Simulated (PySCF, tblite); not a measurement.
**C₆H₁₃NSSi: geometry, infrared bands and NMR shifts**

Wanted: the infrared bands and NMR shifts of C₆H₁₃NSSi (`CC(=S)[C@H]1CCN([SiH3])C1`), by calculation.

Computed with tblite 0.8.0 and PySCF 2.14.0, with density-fitted response routines of our own, on a single molecule in the gas phase. Atoms count from 0, in the outputs and in this text.

## (1) Starting geometry

22 atoms, charge 0, multiplicity 1; geometry from: force field or distance geometry start.

Bonds of the start (Å): C0–C1 1.51, C1–S2 1.68, C1–C3 1.53, C3–C4 1.51, C4–C5 1.51, C5–N6 1.46, N6–Si7 1.72, N6–C8 1.47, C8–C3 1.54, C0–H9 1.11, C0–H10 1.10, C0–H11 1.08, C3–H12 1.10, C4–H13 1.10, C4–H14 1.11, C5–H15 1.09, C5–H16 1.10, Si7–H17 1.47, Si7–H18 1.48, Si7–H19 1.48, C8–H20 1.09, C8–H21 1.10.

## (2) Optimising the geometry with GFN2-xTB

The job: settings as JSON, then the geometry in Å.

```
{"job": {"kind": "relax", "xc": "GFN2-xTB", "basis": "xTB"}, "charge": 0, "multiplicity": 1}
C     -2.367800     0.937300     0.419100
C     -2.167200    -0.477300    -0.059100
S     -3.468100    -1.530100    -0.166500
C     -0.772700    -0.940000    -0.477200
C     -0.170400    -0.090400    -1.568000
C      1.264400     0.129300    -1.145200
N      1.194600     0.177400     0.317000
Si     2.544200     0.581700     1.309400
C      0.232100    -0.875000     0.690900
H     -3.189100     0.998300     1.159500
H     -2.635300     1.567900    -0.439500
H     -1.473800     1.333300     0.885200
H     -0.821400    -1.986700    -0.807000
H     -0.215400    -0.593500    -2.549300
H     -0.686600     0.881300    -1.681100
H      1.659100     1.058500    -1.563300
H      1.901600    -0.699800    -1.475700
H      3.143000     1.811300     0.769200
H      2.045800     0.773300     2.694200
H      3.499000    -0.549900     1.243700
H      0.732900    -1.834000     0.792500
H     -0.259200    -0.653300     1.650400
```

Run with:

```bash
$ OMP_NUM_THREADS=1 python probes_run.py task.json out
```

This one command runs all jobs of the session in turn.

**Question.** This job is followed by: GFN2-xTB harmonic vibrations, gas phase; GIAO PBE0/pcSseg-1 NMR shielding, non-relativistic, gas phase. Predict these results of the whole session: strongest single infrared mode (GFN2-xTB); zero-point energy (GFN2-xTB); 13C shifts against TMS (PBE0/pcSseg-1); 1H shifts against TMS (PBE0/pcSseg-1, means over atoms taken as alike); 33S shifts against CS2 (PBE0/pcSseg-1); 15N shifts against NH3 (PBE0/pcSseg-1); 29Si shifts against TMS (PBE0/pcSseg-1).

As calculated:

| quantity | value |
| --- | --- |
| strongest single infrared mode (GFN2-xTB) | 2186 cm⁻¹, 403 km/mol |
| zero-point energy (GFN2-xTB) | 109.8 kcal/mol |
| 13C shifts against TMS (PBE0/pcSseg-1) | 280.6, 67.8, 60.9, 53.0, 38.7, 33.7 ppm |
| 1H shifts against TMS (PBE0/pcSseg-1, means over atoms taken as alike) | 4.69, 3.96, 3.40, 3.20, 3.04, 3.03, 2.90, 2.06, 2.04 ppm |
| 33S shifts against CS2 (PBE0/pcSseg-1) | 944 ppm |
| 15N shifts against NH3 (PBE0/pcSseg-1) | 42.8 ppm |
| 29Si shifts against TMS (PBE0/pcSseg-1) | -56.0 ppm |

What this shows: Relaxing lowered the energy by 0.269 eV in 135 steps; the close pair that moved most is C1–S2, from 1.677 to 1.629 Å. No mode is imaginary among the 60: a minimum at this level. The strongest single mode, at 2186 cm⁻¹, moves mainly H19. GFN2-xTB is a fitted tight-binding method: band positions and strengths are rough. Its intensities can rank the bands wrongly. C1 (thiocarbonyl carbon) lies farthest downfield among carbon, at 280.6 ppm; low-lying n→π* states of the double bond to the heteroatom give a large paramagnetic term (-351 ppm). At PBE0/pcSseg-1: The largest span, 2005 ppm, is at S2, where the paramagnetic term is -1497 ppm.
